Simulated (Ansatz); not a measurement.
**CH₃Cl₃GeS: basis-set convergence**

One table from this session's results is given with a row withheld; the runs are named, their logs left out.

Method: one geometry, several basis sets; program: Ansatz 0.2.0, Gaussian basis.

The runs, in order: PBE0-D4/def2-SVP; ωB97M-V/def2-SVP; PBE0-D4/def2-QZVPP; ωB97M-V/def2-QZVPP; the functionals' def2-TZVPP values are taken from earlier runs.

**Structure used throughout**

An earlier PBE0-D4 in a triple-zeta def2 set relaxation fixed the geometry.

SMILES `C[S][Ge]([Cl])([Cl])[Cl]`, 9 atoms, charge 0, spin multiplicity 1.

Atoms are counted from 1 here; the program's logs count them from 0.

Bond lengths: C1–S2 1.816 Å, C1–H7 1.089 Å, C1–H8 1.089 Å, C1–H9 1.090 Å, S2–Ge3 2.179 Å, Ge3–Cl4 2.137 Å, Ge3–Cl5 2.123 Å, Ge3–Cl6 2.137 Å. Angles: S2–C1–H7 111.1°, S2–C1–H8 111.1°, S2–C1–H9 105.6°, H7–C1–H8 110.7°, H7–C1–H9 109.2°, H8–C1–H9 109.2°, C1–S2–Ge3 98.6°, S2–Ge3–Cl4 112.1°, S2–Ge3–Cl5 108.7°, S2–Ge3–Cl6 112.0°, Cl4–Ge3–Cl5 109.1°, Cl4–Ge3–Cl6 105.8°, Cl5–Ge3–Cl6 109.1°.

As a file:

```tsv
atom	x (Å)	y (Å)	z (Å)
C1	-0.07166	-1.33984	0.89009
S2	1.26519	-0.63867	-0.11943
Ge3	0.23352	1.14243	-0.83322
Cl4	-1.53302	0.65966	-1.93412
Cl5	1.55437	2.23658	-2.08472
Cl6	-0.40636	2.39666	0.77403
H7	-0.34711	-0.66401	1.69837
H8	-0.93941	-1.58059	0.27772
H9	0.33298	-2.25853	1.31418
```

Set-up of the first run:

in.yaml

```yaml
crystal:
  periodic: [false, false, false]
  atoms:
    - {symbol: C, position_ang: [-0.071656, -1.339842, 0.890086]}
    - {symbol: S, position_ang: [1.265194, -0.638669, -0.119435]}
    - {symbol: Ge, position_ang: [0.233516, 1.142432, -0.833220]}
    - {symbol: Cl, position_ang: [-1.533021, 0.659664, -1.934122]}
    - {symbol: Cl, position_ang: [1.554371, 2.236585, -2.084715]}
    - {symbol: Cl, position_ang: [-0.406361, 2.396660, 0.774032]}
    - {symbol: H, position_ang: [-0.347113, -0.664011, 1.698371]}
    - {symbol: H, position_ang: [-0.939408, -1.580592, 0.277725]}
    - {symbol: H, position_ang: [0.332979, -2.258530, 1.314179]}
basis:
  gaussian: {orbitals: def2-SVP}
hamiltonian: {xc: pbe0, dispersion: d4}
output: {orbitals: {seedname: orbitals}}
```

Command:

```sh
ansatz run in.yaml --threads 4 --pin off --events-out ev --progress --plain --max-ram 11315MiB
```

Among the steps run: PBE0-D4 in def2-SVP; ωB97M-V in def2-SVP; PBE0-D4 in def2-QZVPP; ωB97M-V in def2-QZVPP.

One of the session's tables, all rows but one given; the rest of the session is left out.

It belongs to the step «Density functionals: the series». 

```
functional       basis  HOMO (eV)  LUMO (eV)
   PBE0-D4    def2-SVP      -7.69      -1.56
   PBE0-D4  def2-TZVPP      -7.76      -1.78
   PBE0-D4  def2-QZVPP      -7.78      -1.85
   ωB97M-V    def2-SVP      -9.84       0.60
   ωB97M-V  def2-TZVPP          ?          ?
   ωB97M-V  def2-QZVPP      -9.98       0.12
```

Q: Estimate the row for ωB97M-V, def2-TZVPP from the others.

**Answer.** HOMO (eV): -9.95; LUMO (eV): 0.26. In the column «HOMO (eV)» it lies between ωB97M-V, def2-QZVPP (-9.98) and ωB97M-V, def2-SVP (-9.84).
